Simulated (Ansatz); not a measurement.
**C₂H₂FSi radical: how energies converge with the basis set**

One table from this session's results is given with a row withheld; the runs are named, their logs left out.

Computed with Ansatz 0.2.0, Gaussian basis. Level: one geometry, several basis sets.

Levels to be run: PBE0-D4/def2-SVP; ωB97M-V/def2-SVP; PBE0-D4/def2-QZVPP; ωB97M-V/def2-QZVPP; CCSD(T)/cc-pV(D+d)Z; CCSD(T)/cc-pV(T+d)Z; CCSD(T)/cc-pV(Q+d)Z; the functionals' def2-TZVPP values are taken from earlier runs.

## Structure used throughout

All runs share one geometry, relaxed beforehand with PBE0-D4 in a triple-zeta def2 set.

SMILES `[C]#C[SiH2]F`, 6 atoms, charge 0, spin multiplicity 2.

Atoms are counted from 1 here; the program's logs count them from 0.

Bond lengths: C1–C2 1.212 Å, C2–Si3 1.821 Å, Si3–F4 1.593 Å, Si3–H5 1.477 Å, Si3–H6 1.477 Å. Angles: C1–C2–Si3 178.1°, C2–Si3–F4 108.9°, C2–Si3–H5 109.3°, C2–Si3–H6 109.3°, F4–Si3–H5 108.5°, F4–Si3–H6 108.5°, H5–Si3–H6 112.3°.

The first run:

File in.yaml:

```yaml
crystal:
  periodic: [false, false, false]
  atoms:
    - {symbol: C, position_ang: [0.789909, -2.057938, 1.137137]}
    - {symbol: C, position_ang: [0.399181, -1.059003, 0.573016]}
    - {symbol: Si, position_ang: [-0.140216, 0.471794, -0.252890]}
    - {symbol: F, position_ang: [-1.487197, 0.179826, -1.051609]}
    - {symbol: H, position_ang: [0.894624, 0.895893, -1.218088]}
    - {symbol: H, position_ang: [-0.414302, 1.505426, 0.766334]}
basis:
  gaussian: {orbitals: def2-SVP}
magnetization: {spin_polarized: true, initial_magnetization: 1}
hamiltonian: {xc: pbe0, dispersion: d4}
output: {orbitals: {seedname: orbitals}}
```

The run is started by

```bash
> ansatz run in.yaml --threads 2 --pin off --events-out ev --progress --plain --max-ram 22528MiB --backend cpu
```

Among the steps run: PBE0-D4 in def2-SVP; ωB97M-V in def2-SVP; PBE0-D4 in def2-QZVPP; ωB97M-V in def2-QZVPP.

One of the session's tables, all rows but one given; the rest of the session is left out.

```
functional       basis  HOMO (eV)  LUMO (eV)
   PBE0-D4    def2-SVP      -8.61      -4.89
   PBE0-D4  def2-TZVPP      -8.66      -5.04
   PBE0-D4  def2-QZVPP      -8.67      -5.05
   ωB97M-V    def2-SVP     -10.79      -2.96
   ωB97M-V  def2-TZVPP     -10.89      -3.22
   ωB97M-V  def2-QZVPP          ?          ?
```

Q: Estimate the row for ωB97M-V, def2-QZVPP from the others.

The run gave: HOMO (eV): -10.90; LUMO (eV): -3.26. In the column «HOMO (eV)» it is the lowest.
